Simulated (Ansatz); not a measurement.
# NiI2 (R-3m): which electronic and magnetic state is lowest

An exercise on one series of results from a longer session: the logs are not shown, and one member is left open.

Program: Ansatz 0.2.0. Level of theory: DFT LDA+U (U_eff = 7.2 eV on Ni 3d), scalar-relativistic, plane waves, PAW. These are calculated values, not measurements.

6 further runs of the same task are left out: 6 that didn't finish. Runs told in other sessions of the task aren't counted.

## The structure to begin with

It takes space group R-3m (No. 166, trigonal). Conventional cell: a = 3.874 Å, b = 3.874 Å, c = 19.846 Å, α = 90.00°, β = 90.00°, γ = 120.00°. Ni (site symmetry -3m) is surrounded by 6 I at 2.70 Å. I (site symmetry 3m) has 3 Ni at 2.70 Å in its first shell of neighbours.

Structure file:

```xyz
3
Lattice="1.9369 1.1183 6.6153 -1.9369 1.1183 6.6153 0.0000 -2.2365 6.6153" Properties=species:S:1:pos:R:3 pbc="T T T"
Ni    0.0000    0.0000    0.0000
I     0.0000    0.0000    5.0968
I     0.0000    0.0000   14.7492
```

Origin of the cell: volume kept, shape and atoms relaxed. At LDA+U (U_eff = 7.2 eV on Ni 3d), an earlier run found -0.37 GPa for this cell of 28.656 Å³/atom (8×8×8 mesh), mesh gap 0.90 eV, spin moments in the atoms' spheres Ni 1.44; I 0.17 μB.

The first run:

The input, input.yaml:

```yaml
crystal:
  lattice:
    - [1.9368721813, 1.1182536753, 6.6153351981]
    - [-1.9368721813, 1.1182536753, 6.6153351981]
    - [0.0, -2.2365073505, 6.6153351982]
  atoms:
    - { symbol: Ni, position: [0.0, 0.0, 0.0] }
    - { symbol: I, position: [0.2568162273, 0.2568162273, 0.2568162273] }
    - { symbol: I, position: [0.7431837727, 0.7431837727, 0.7431837727] }
basis:
  ecutwfc: 420
  ecutrho_ratio: 4
kpoints:
  mp_grid: { grid: [8, 8, 8] }
hamiltonian:
  xc: lda
  hubbard: { sites: [{ species: Ni, l: d, u_eff: 7.2 }] }
scf:
  occupations: { method: gaussian, width: 0.05 }
output:
  forces: true
  stress: true
  eigenvalues: true
  populations: true
  hubbard: { sites: [{ species: Ni, l: d }] }
```

Command:

```
> ansatz run input.yaml --threads 4 --pin off --max-ram 9216MiB --backend cpu --events-out ev --progress --plain --runs-dir out
```

Among the steps run: No spin polarisation; Seeding on a coarse mesh: antiferromagnetic, doubled cell, propagation vector (0, 0, 1/2); Antiferromagnetic, doubled cell, propagation vector (0, 0, 1/2); Seeding on a coarse mesh: antiferromagnetic, doubled cell, propagation vector (0, 1/2, 1/2); Antiferromagnetic, doubled cell, propagation vector (0, 1/2, 1/2); Seeding on a coarse mesh: antiferromagnetic, doubled cell, propagation vector (1/2, 1/2, 1/2); Antiferromagnetic, doubled cell, propagation vector (1/2, 1/2, 1/2); Seeding on a coarse mesh: small parallel starting moments; Small parallel starting moments.

One of the session's tables, all rows but one given; the rest of the session is left out.

It belongs to the step «The magnetic starts side by side». 

```
                                                              start  from the base state (meV/atom)  gap (eV)  pressure (GPa)
                                                      ferromagnetic                             0.0      0.90           -0.37
                                               no spin polarisation                           376.5     metal           -5.45
    antiferromagnetic, doubled cell, propagation vector (0, 0, 1/2)                             1.1      1.08           -0.44
  antiferromagnetic, doubled cell, propagation vector (0, 1/2, 1/2)                               ?         ?               ?
antiferromagnetic, doubled cell, propagation vector (1/2, 1/2, 1/2)                            -3.4      1.09           -0.49
                                    small parallel starting moments                             0.0      0.90           -0.37
```

Estimate the missing values for antiferromagnetic, doubled cell, propagation vector (0, 1/2, 1/2).

As computed: from the base state (meV/atom): 3.4; gap (eV): 0.98; pressure (GPa): -0.36. In the column «from the base state (meV/atom)» it lies between antiferromagnetic, doubled cell, propagation vector (0, 0, 1/2) (1.1) and no spin polarisation (376.5).

Propagation vectors are in units of the typed cell's reciprocal vectors.

Limits of these values: Warnings in the runs' records: filled band counts differ across k points.
